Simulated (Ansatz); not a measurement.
# CH₇InN₂O: up Jacob's ladder to CCSD(T)

How much do the methods differ for CH₇InN₂O? The plan is to run it at one geometry with functionals of several rungs and with coupled cluster. The yardstick is the atomisation energy at the CCSD(T) limit.

Program: Ansatz 0.2.0, Gaussian basis. Level of theory: functionals in def2-TZVPP, the program's frozen cores in correlated methods. These are calculated values, not measurements.

The runs, in order: LDA (SPW92), PBE-D4, revPBE-D4, BLYP-D4, r2SCAN-D4, B97M-V, PBE0-D4, B3LYP-D4, r2SCANh-D4, r2SCAN0-D4, HSE06-D4, BHLYP-D4, CAM-B3LYP-D4, LC-ωPBE, ωB97X-V, ωB97M-V, B2PLYP, PBE-QIDH; CCSD(T)/def2-SVP; CCSD(T)/def2-TZVPP; MP2/def2-QZVPP; extrapolation to the limit; RPA on PBE.

1 further run of the same task is left out (for a known fault of the program).

## (1) Structure used throughout

An earlier PBE0-D4 in a triple-zeta def2 set relaxation fixed the geometry. In takes the def2 core potential; no spin-orbit term is included.

SMILES `C[O][In]([NH2])[NH2]`, 12 atoms, charge 0, spin multiplicity 1.

Atoms are counted from 1 here; the program's logs count them from 0.

Bond lengths: C1–O2 1.399 Å, C1–H6 1.100 Å, C1–H7 1.101 Å, C1–H8 1.096 Å, O2–In3 1.990 Å, In3–N4 2.019 Å, In3–N5 2.012 Å, N4–H9 1.010 Å, N4–H10 1.011 Å, N5–H11 1.010 Å, N5–H12 1.011 Å. Angles: O2–C1–H6 113.1°, O2–C1–H7 112.9°, O2–C1–H8 108.9°, H6–C1–H7 107.4°, H6–C1–H8 107.2°, H7–C1–H8 107.0°, C1–O2–In3 121.7°, O2–In3–N4 115.9°, O2–In3–N5 113.9°, N4–In3–N5 129.0°, In3–N4–H9 116.9°, In3–N4–H10 115.0°, H9–N4–H10 108.6°, In3–N5–H11 116.5°, In3–N5–H12 114.1°, H11–N5–H12 108.7°.

As a file:

```xyz
12

C    -1.8236    0.7182    1.0018
O    -1.3699   -0.3379    0.2043
In    0.5225   -0.4533   -0.4012
N     1.7684    0.9632    0.3194
N     0.9720   -2.1707   -1.3490
H    -1.2710    0.8120    1.9484
H    -1.7720    1.6928    0.4925
H    -2.8758    0.5445    1.2565
H     2.6138    1.1378   -0.2050
H     1.3315    1.8494    0.5319
H     1.7262   -2.1318   -2.0197
H     0.1780   -2.6241   -1.7801
```

## (2) LDA

This LDA is Slater exchange with PW92 correlation.

in.yaml

```yaml
crystal:
  periodic: [false, false, false]
  atoms:
    - {symbol: C, position_ang: [-1.823631, 0.718162, 1.001834]}
    - {symbol: O, position_ang: [-1.369905, -0.337870, 0.204322]}
    - {symbol: In, position_ang: [0.522455, -0.453312, -0.401181]}
    - {symbol: N, position_ang: [1.768395, 0.963249, 0.319414]}
    - {symbol: N, position_ang: [0.971972, -2.170677, -1.348994]}
    - {symbol: H, position_ang: [-1.271049, 0.811986, 1.948439]}
    - {symbol: H, position_ang: [-1.771951, 1.692829, 0.492490]}
    - {symbol: H, position_ang: [-2.875789, 0.544478, 1.256544]}
    - {symbol: H, position_ang: [2.613807, 1.137791, -0.204973]}
    - {symbol: H, position_ang: [1.331497, 1.849353, 0.531899]}
    - {symbol: H, position_ang: [1.726161, -2.131835, -2.019740]}
    - {symbol: H, position_ang: [0.178047, -2.624145, -1.780053]}
basis:
  gaussian: {orbitals: def2-TZVPP}
hamiltonian: {xc: lda}
output: {orbitals: {seedname: orbitals}}
```

On the command line:

```bash
$ ansatz run in.yaml --threads 4 --pin off --events-out ev --progress --plain --max-ram 10444MiB
```

After this run come: PBE-D4 (GGA); revPBE-D4 (GGA); BLYP-D4 (GGA); r2SCAN-D4 (meta-GGA); B97M-V (meta-GGA); B3LYP-D4 (hybrid); r2SCANh-D4 (hybrid); r2SCAN0-D4 (hybrid); HSE06-D4 (hybrid); BHLYP-D4 (hybrid); CAM-B3LYP-D4 (range-separated); LC-ωPBE (range-separated); ωB97X-V (range-separated); ωB97M-V (range-separated); B2PLYP (double hybrid); PBE-QIDH (double hybrid); CCSD(T) in def2-SVP; CCSD(T) in def2-TZVPP; MP2 in def2-QZVPP; RPA on PBE orbitals.

Q: Predict the results of all the runs planned. Wanted: atomisation energy, CCSD(T)/CBS; farthest beyond LDA; mean size of error, GGA; mean size of error, meta-GGA; mean size of error, hybrid; mean size of error, range-separated; mean size of error, double hybrid; gap, smallest and largest; T1 diagnostic.

**Answer**, as computed:

| quantity | value |
| --- | --- |
| atomisation energy, CCSD(T)/CBS | 41.554 eV |
| functionals within 0.416 eV (1.0 %) | BLYP-D4, B3LYP-D4, CAM-B3LYP-D4, LC-ωPBE, ωB97X-V, ωB97M-V |
| farthest beyond LDA | BHLYP-D4 (-1.968 eV) |
| mean size of error, GGA | 0.465 eV |
| mean size of error, meta-GGA | 0.467 eV |
| mean size of error, hybrid | 0.934 eV |
| mean size of error, range-separated | 0.137 eV |
| mean size of error, double hybrid | 0.857 eV |
| gap, smallest and largest | 3.58 eV (LDA (SPW92)), 10.95 eV (LC-ωPBE) |
| T1 diagnostic | 0.0150 |
| triples share of the correlation energy | 3.6 % |

In words: The LDA atomisation energy is off by 6.323 eV (15 %): it overbinds. PBE-D4 misses by +0.619 eV. Double hybrids carry the basis error of their MP2 part in triple zeta, and no dispersion term here, so their miss is partly the set-up's. Taken by rung, range-separated functionals do best (0.137 eV on average) and hybrid ones worst beyond LDA (0.934 eV). The mean of the hybrids holds BHLYP, with half exact exchange. The reference freezes the cores and leaves out spin-orbit coupling and excitations past (T), and its outer-core shells are covered unevenly, so misses under about 0.416 eV can't be ranked. All levels share the lack of spin-orbit coupling, which lowers the free heavy atoms and so the true binding. Hartree-Fock recovers 65 % of the binding; the rest is correlation. CCSD(T) in def2-SVP is off by -3.481 eV, more than most functionals: a good method in a small basis is no reference. The gap grows from 3.6 to 11.0 eV across the functionals, mostly with the share of exact exchange. Correlated methods include outer-core shells of In, which these sets cover unevenly.
